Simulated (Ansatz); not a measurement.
# YSb: the cost of one run

Program: the Python package of Ansatz 0.2.0. The levels of theory stand in the script. These are calculated values, not measurements.

The COD entry's cell or inner coordinates are ideal or old and differ from later refinements, so a difference from it is no clean test against experiment.

## (1) Starting point

It takes space group Fm-3m (No. 225, cubic). The conventional cell has a = 6.190 Å, b = 6.190 Å, c = 6.190 Å, α = 90.00°, β = 90.00°, γ = 90.00°. Around Y (site symmetry m-3m) lie 6 Sb at 3.10 Å. Around Sb (site symmetry m-3m) lie 6 Y at 3.10 Å.

The script holds or builds the structure itself.

## (2) The script

lattice_ysb.py

```python
# -*- coding: utf-8 -*-
"""How the lattice of YSb depends on the functional."""

import warnings

import ansatz
import numpy as np

def edges_and_angles(cell):
    cell = np.asarray(cell)
    a, b, c = np.linalg.norm(cell, axis=1)
    cosines = cell[1] @ cell[2] / (b * c), cell[0] @ cell[2] / (a * c), cell[0] @ cell[1] / (a * b)
    return (a, b, c, *np.degrees(np.arccos(cosines)))

warnings.simplefilter("ignore", ansatz.DeckWarning)

lattice = ansatz.Lattice.of(
    [0.0, 3.095, 3.095],
    [3.095, 0.0, 3.095],
    [3.095, 3.095, 0.0],
)
sites = [
    ("Y", [0.5, 0.5, 0.5]),
    ("Sb", [0.0, 0.0, 0.0]),
]
cell = ansatz.Crystal(lattice=lattice)
for symbol, position in sites:
    cell = cell.atom(symbol, position)

setup = (
    cell.calculation()
    .basis(550)  # plane waves up to this kinetic energy
    .kpoints(mesh=(8, 8, 8))  # the mesh must be finer for metals
    .occupations("Fermi-Dirac")
    .relax(cell=True, force_tolerance=0.005, max_steps=100)
)

levels = [("r2scan", "none"), ("pbesol", "none"), ("lda", "none")]
print("level            a       b       c    alpha   beta  gamma  V/atom  steps")
for name, dispersion in levels:
    seen = []
    run = setup.functional(name, dispersion=dispersion).session().plan()
    outcome = run.execute(on_event=lambda e: seen.append(e) if e["event"] == "relax_step" else None)
    cell = outcome.lattice.cell_ang
    label = name if dispersion == "none" else f"{name}+{dispersion}"
    print("{:13s} {:7.4f} {:7.4f} {:7.4f} {:6.2f} {:6.2f} {:6.2f}".format(label, *edges_and_angles(cell)), f"{abs(np.linalg.det(cell)) / len(outcome.lattice.sites):7.3f} {len(seen):5d}")
```

## (3) The calls as engine input

The package turns the script's settings into the engine's input (first run):

```yaml
crystal:
  lattice:
    - [0.0, 3.095, 3.095]
    - [3.095, 0.0, 3.095]
    - [3.095, 3.095, 0.0]
  atoms:
    - { symbol: "Y", position: [0.5, 0.5, 0.5] }
    - { symbol: Sb, position: [0.0, 0.0, 0.0] }
basis:
  ecutwfc: 550.0
kpoints:
  mp_grid:
    grid: [8, 8, 8]
hamiltonian:
  xc: r2scan
  dispersion: none
scf:
  occupations:
    method: fermi_dirac
relax:
  f_tol: 0.005
  max_steps: 100
  cell: {}
```

## (4) Launch

Run with:

```console
python lattice_ysb.py
```

Q: Estimate wall time and peak memory on 1 thread of Intel Xeon 6975P-C (Granite Rapids), shared host.

About 20 s, with a peak of 0.67 GiB.
